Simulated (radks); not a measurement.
# Ionisation energy and size from Tb²⁺ to Lu²⁺

The task here is to estimate one member of a computed series from the others.

Method: scalar-relativistic Kohn-Sham, PBE, spin-polarised, spherical densities, point nucleus; open shells are filled with parallel spins first. Code: radks (a radial shooting solver on a logarithmic mesh, Libxc functionals) version 1.

## The atom as given

* species: Tb²⁺, Dy²⁺, Ho²⁺, Er²⁺, Tm²⁺, Yb²⁺, Lu²⁺
* runs: 14, each species and its next ion

The first run:

The run's settings:

```text
Z 65
configuration [Xe] 4f9
relativity scalar-relativistic
functional pbe,pbe
spin polarised
nucleus point
c 137.035999084
```

Among the steps run: Tb²⁺, [Xe] 4f9; Tb³⁺, [Xe] 4f8; Dy²⁺, [Xe] 4f10; Dy³⁺, [Xe] 4f9; Ho²⁺, [Xe] 4f11; Ho³⁺, [Xe] 4f10; Er²⁺, [Xe] 4f12; Er³⁺, [Xe] 4f11; Tm²⁺, [Xe] 4f13; Tm³⁺, [Xe] 4f12; Yb²⁺, [Xe] 4f14; Yb³⁺, [Xe] 4f13; Lu²⁺, [Xe] 4f14 6s1; Lu³⁺, [Xe] 4f14.

One of the session's tables, all rows but one given; the rest of the session is left out.

```
species  Δ-SCF (eV)  −ε(HOMO) (eV)  its <r> (bohr)
   Tb²⁺      22.762         14.635            1.58
   Dy²⁺      23.644         15.379            1.55
   Ho²⁺      24.437         16.041            1.52
   Er²⁺      25.152         16.631            1.49
   Tm²⁺      25.797         17.159            1.46
   Yb²⁺      26.380         17.634            1.44
   Lu²⁺           ?              ?               ?
```

Estimate the missing values for Lu²⁺.

As computed: Δ-SCF (eV): 21.298; −ε(HOMO) (eV): 18.007; its <r> (bohr): 3.05. In the column «Δ-SCF (eV)» it is the lowest.

Limits of these values: For Tb²⁺, Dy²⁺, Ho²⁺, Er²⁺, Tm²⁺, Yb²⁺ the highest level isn't the widest one, so −ε(HOMO) and <r> belong to different orbitals, and Δ-SCF follows the ion's typed configuration. Open shells are spherical and high-spin; term and fine-structure splittings are not resolved.
